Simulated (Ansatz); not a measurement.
**One shape, several levels: doublet SiHCl2OF+**

Wanted: a comparison of 6 runs (U-wB97M-V/def2-SVP, U-wB97X/def2-SVP, UB3LYP/def2-SVP, UPBE/def2-SVP, RPA@PBE/def2-SVP, UBCCD(T)/def2-SVP) of doublet SiHCl2OF+. 

Program for the calculation: Ansatz 0.2.0.

126 further runs of the same task are left out: 126 set aside as unsound or not needed.

### Step 1. The molecule

The species is SiHCl2OF+ (6 atoms), meant as a doublet with charge +1. SMILES of the parent species: `O[Si](F)(Cl)Cl`. Geometry: relaxed at PBE0-D4/def2-TZVP. This is one conformer, not always the lowest. That shape belongs to the parent species and isn't relaxed for this state.

Bond lengths: O1–Si2 1.612 Å, Si2–F3 1.579 Å, Si2–Cl4 2.026 Å, Si2–Cl5 2.011 Å, O1–H6 0.959 Å. Angles: O1–Si2–F3 111.1°, O1–Si2–Cl4 111.7°, O1–Si2–Cl5 107.8°, F3–Si2–Cl4 106.6°, F3–Si2–Cl5 108.3°, Cl4–Si2–Cl5 111.3°, Si2–O1–H6 118.9°.

### Step 2. The energy at U-wB97M-V/def2-SVP (run 1)

Contents of in.yaml:

```yaml
crystal:
  periodic: [false, false, false]
  atoms:
    - {symbol: O, position_ang: [-0.507700, 0.453700, 1.122500]}
    - {symbol: Si, position_ang: [0.219500, 0.013400, -0.247400]}
    - {symbol: F, position_ang: [1.583200, -0.726700, 0.044400]}
    - {symbol: Cl, position_ang: [-0.921300, -1.272900, -1.319600]}
    - {symbol: Cl, position_ang: [0.618000, 1.683900, -1.294500]}
    - {symbol: H, position_ang: [-0.949600, -0.215500, 1.648500]}
basis:
  gaussian:
    orbitals: def2-SVP
total_charge: 1
magnetization:
  spin_polarized: true
  initial_magnetization: 1
hamiltonian:
  xc: {name: wB97M-V}
accuracy: high
output:
  orbitals: {seedname: orbitals}
```

Started as:

```sh
$ ansatz run in.yaml --threads 1 --pin off --max-ram 3480MiB --events-out events.jsonl --progress --plain --runs-dir runs
```

Standard output, cut to the lines that bear on the results:

```text
Warning: RAYON_NUM_THREADS=1 ignored (pool sized by the plan → 1); use --threads N
Functional definition: wB97M-V
  name "wB97M-V"
[...]
  gx(w, u) = 1 - cx + cx01*u + cx10*w
  gss(w, u) = css00 + css04*u^4 + css10*w + css20*w^2 + css43*w^4*u^3
  gos(w, u) = cos00 + cos10*w + (cos20 + cos21*u)*w^2 + (cos60 + cos61*u)*w^6
[...]
      + integral(e_c_pw_mod_opposite_spin*gos(b97_w_opposite, b97_u_opposite)) + vv10(b, c)
1702 factors; integrals over basis functions are off by at most 3.7e-9 eV
333 factors; integrals over basis functions are off by at most 1.9e-9 eV
[...]
mean field -37679.97207784 eV, -1384.7134334581 hartree, gradient 7.1e-8 eV, S^2 0.756237; 6 other end points of the search recorded, 0 dependent functions left out
reference -37679.97208114 eV, -1384.7134335795 hartree; 33, 32 occupied and 54, 55 virtual orbitals, 1702 factors
Total energy: -37679.97208114 eV, -1384.7134335795 hartree
```

Wall time 2.8 min (1 thread of AMD EPYC 9R45 (Zen 5), shared host); peak memory 1.1 GiB.

### Step 3. A single-point energy at U-wB97X/def2-SVP (run 2)

Contents of run.yaml:

```yaml
crystal:
  periodic: [false, false, false]
  atoms:
    - {symbol: O, position_ang: [-0.507700, 0.453700, 1.122500]}
    - {symbol: Si, position_ang: [0.219500, 0.013400, -0.247400]}
    - {symbol: F, position_ang: [1.583200, -0.726700, 0.044400]}
    - {symbol: Cl, position_ang: [-0.921300, -1.272900, -1.319600]}
    - {symbol: Cl, position_ang: [0.618000, 1.683900, -1.294500]}
    - {symbol: H, position_ang: [-0.949600, -0.215500, 1.648500]}
basis:
  gaussian: {orbitals: def2-SVP}
total_charge: 1
magnetization: {spin_polarized: true, initial_magnetization: 1}
hamiltonian: {xc: {name: wB97X}}
accuracy: high
output: {orbitals: {seedname: orbitals}}
```

Started as:

```sh
$ ansatz run run.yaml --threads 1 --pin off --max-ram 3480MiB --events-out events.jsonl --progress --plain --runs-dir runs
```

Standard output, cut to the lines that bear on the results:

```text
Warning: RAYON_NUM_THREADS=1 ignored (pool sized by the plan → 1); use --threads N
Functional definition: wB97X
  name "wB97X"
[...]
      + exact_x_lr(omega)
[...]
      + integral(e_c_pw_opposite_spin*poly(b97_u_opposite, 1, cos1, cos2, cos3, cos4))
1702 factors; integrals over basis functions are off by at most 3.7e-9 eV
333 factors; integrals over basis functions are off by at most 1.9e-9 eV
[...]
mean field -37681.18657399 eV, -1384.7580653687 hartree, gradient 9.8e-8 eV, S^2 0.758948; 6 other end points of the search recorded, 0 dependent functions left out
reference -37681.18657177 eV, -1384.7580652869 hartree; 33, 32 occupied and 54, 55 virtual orbitals, 1702 factors
Total energy: -37681.18657177 eV, -1384.7580652869 hartree
```

Run time: 92 s. Hardware: 1 thread of AMD EPYC 9R45 (Zen 5), shared host; peak memory 0.9 GiB.

Runs 3 to 4 aren't shown in full; the table further down has their settings and results.

### Step 4. The energy at RPA@PBE/def2-SVP (run 5)

Contents of job.yaml:

```yaml
crystal:
  periodic: [false, false, false]
  atoms:
    - {symbol: O, position_ang: [-0.507700, 0.453700, 1.122500]}
    - {symbol: Si, position_ang: [0.219500, 0.013400, -0.247400]}
    - {symbol: F, position_ang: [1.583200, -0.726700, 0.044400]}
    - {symbol: Cl, position_ang: [-0.921300, -1.272900, -1.319600]}
    - {symbol: Cl, position_ang: [0.618000, 1.683900, -1.294500]}
    - {symbol: H, position_ang: [-0.949600, -0.215500, 1.648500]}
basis:
  gaussian:
    orbitals: def2-SVP
total_charge: 1
magnetization:
  spin_polarized: true
  initial_magnetization: 1
hamiltonian:
  xc: {name: PBE}
correlation:
  method: rpa
  frozen_orbitals: {Cl: 5, F: 1, H: 0, O: 1, Si: 5}
accuracy: high
```

Started as:

```sh
$ ansatz run job.yaml --threads 1 --pin off --max-ram 3480MiB --events-out events.jsonl --progress --plain --runs-dir runs
```

Standard output, cut to the lines that bear on the results:

```text
Warning: RAYON_NUM_THREADS=1 ignored (pool sized by the plan → 1); use --threads N
Functional definition: PBE
  name "PBE"
[...]
1702 factors; integrals over basis functions are off by at most 3.7e-9 eV
[...]
mean field -37664.44129762 eV, -1384.1426878124 hartree, gradient 2.8e-8 eV, S^2 0.751607; 9 other end points of the search recorded, 0 dependent functions left out
17 core orbitals not correlated: weight in the atoms' cores, before any rotation towards them, 1.000 or more for the frozen orbitals, at most 0.000 for the correlated occupied ones
reference -37606.09170416 eV, -1381.9983798035 hartree; 16, 15 occupied and 54, 55 virtual orbitals, 1702 factors
Total energy: -37637.62942326 eV, -1383.1573696031 hartree
```

It took 20 s on 1 thread of AMD EPYC 9R45 (Zen 5), shared host; peak memory 0.39 GiB.

### Step 5. A single-point energy at UBCCD(T)/def2-SVP (run 6)

Contents of run.yaml:

```yaml
crystal:
  periodic: [false, false, false]
  atoms:
    - symbol: O
      position_ang: [-0.507700, 0.453700, 1.122500]
    - symbol: Si
      position_ang: [0.219500, 0.013400, -0.247400]
    - symbol: F
      position_ang: [1.583200, -0.726700, 0.044400]
    - symbol: Cl
      position_ang: [-0.921300, -1.272900, -1.319600]
    - symbol: Cl
      position_ang: [0.618000, 1.683900, -1.294500]
    - symbol: H
      position_ang: [-0.949600, -0.215500, 1.648500]
basis:
  gaussian: {orbitals: def2-SVP}
total_charge: 1
magnetization: {spin_polarized: true, initial_magnetization: 1}
correlation: {method: bccd_t, frozen_orbitals: {Cl: 5, F: 1, H: 0, O: 1, Si: 5}}
accuracy: high
scf: {omitted_lower_state_checks: [cluster_reference, increment]}
```

Started as:

```sh
$ ansatz run run.yaml --threads 1 --pin off --max-ram 3480MiB --events-out events.jsonl --progress --plain --runs-dir runs
```

Standard output:

```text
Warning: RAYON_NUM_THREADS=1 ignored (pool sized by the plan → 1); use --threads N
[... 17 lines left out ...]
17 core orbitals not correlated: weight in the atoms' cores, before any rotation towards them, 1.000 or more for the frozen orbitals, at most 0.000 for the correlated occupied ones
[... 70 lines left out ...]
Total energy: -37629.10760164 eV, -1382.8441984351 hartree
Checks for a lower state left out: cluster_reference, increment
```

Run time: 88 s. Hardware: 1 thread of AMD EPYC 9R45 (Zen 5), shared host; peak memory 1.1 GiB.

### Step 6. The series

```csv
run,level,frozen core orbitals,energy (Eh),HOMO energy (eV),LUMO energy (eV),⟨S²⟩,wall time
1,U-wB97M-V/def2-SVP,–,-1384.713434,-18.01,-12.61,0.756,2.8 min
2,U-wB97X/def2-SVP,–,-1384.758065,-18.13,-12.66,0.759,92 s
3,UB3LYP/def2-SVP,–,-1384.865740,-15.52,-14.16,0.754,20 s
4,UPBE/def2-SVP,–,-1384.142688,-14.42,-14.35,0.752,11 s
5,RPA@PBE/def2-SVP,17,-1383.157370,–,–,0.752,20 s
6,UBCCD(T)/def2-SVP,17,-1382.844198,–,–,0.759,88 s
```

### Step 7. What came out

| quantity | value |
| --- | --- |
| run 6: total energy | -1382.84420 Eh |
| run 6: correlation energy (17 core orbitals frozen) | -762.2 mEh |
| run 6: (T) correction | -20.44 mEh |
| run 6: ⟨S²⟩ of the reference determinant | 0.759 |

In words: Totals of different functionals can't be ranked against each other. All runs together took 6.6 min, the longest 2.8 min.
